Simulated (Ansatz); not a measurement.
**ScZn: a single-point run**

Aim: a sound single-point run of ScZn. The structure is shown as the input types it.

Program: Ansatz 0.2.0. Level of theory: DFT, PBEsol, PAW with Ansatz's default frozen-core files, scalar-relativistic. These are calculated values, not measurements.

**1. Starting point**

It takes space group R3m (No. 160, trigonal). The conventional cell has a = 4.715 Å, b = 4.715 Å, c = 5.775 Å, α = 90.00°, β = 90.00°, γ = 120.00°. Around Sc (site symmetry 3m) lie 8 Zn at 2.71 to 3.06 Å. Around Zn (site symmetry 3m) lie 8 Sc at 2.71 to 3.06 Å.

Structure file:

```xyz
2
Lattice="3.3340 0.0000 0.0000 0.0000 3.3340 0.0000 0.0000 0.0000 3.3340" Properties=species:S:1:pos:R:3 pbc="T T T"
Sc   -0.0500   -0.0500   -0.0500
Zn    1.7170    1.7170    1.7170
```

**2. Running it**

input.yaml reads:

```yaml
crystal:
  lattice:
    - [3.33401869, 0.0, 0.0]
    - [0.0, 3.33401869, 0.0]
    - [0.0, 0.0, 3.33401869]
  atoms:
    - { symbol: Sc, position: [-0.015, -0.015, -0.015] }
    - { symbol: Zn, position: [0.515, 0.515, 0.515] }
kpoints:
  mp_grid: { grid: [9, 9, 9] }
scf:
  occupations: { method: fermi_dirac, width: 5.0 }
  max_iter: 75
hamiltonian:
  xc: pbesol
  pseudopotentials: { kind: paw }
output:
  forces: true
  stress: true
  eigenvalues: true
  efg: { contact_densities: true }
  populations: true
```

Run with:

```sh
$ ansatz run input.yaml --threads 1 --pin off --max-ram 2048MiB --backend cpu --events-out ev --progress --plain --runs-dir out
```

**Question.** How will this run end, and is anything wrong with its input?

The run converged and reported no error. It gives a pressure of 75 GPa, which is large; a structure far from rest gives such values too, whatever the setting.

The suspect setting: scf.occupations.width is 5.0. A smearing of this width stands for electrons at many thousands of kelvin; it empties bonding states and fills antibonding ones. A Fermi-Dirac width of 5 eV is an electron temperature of 58000 K.

To check: set scf.occupations.width to 0.05.
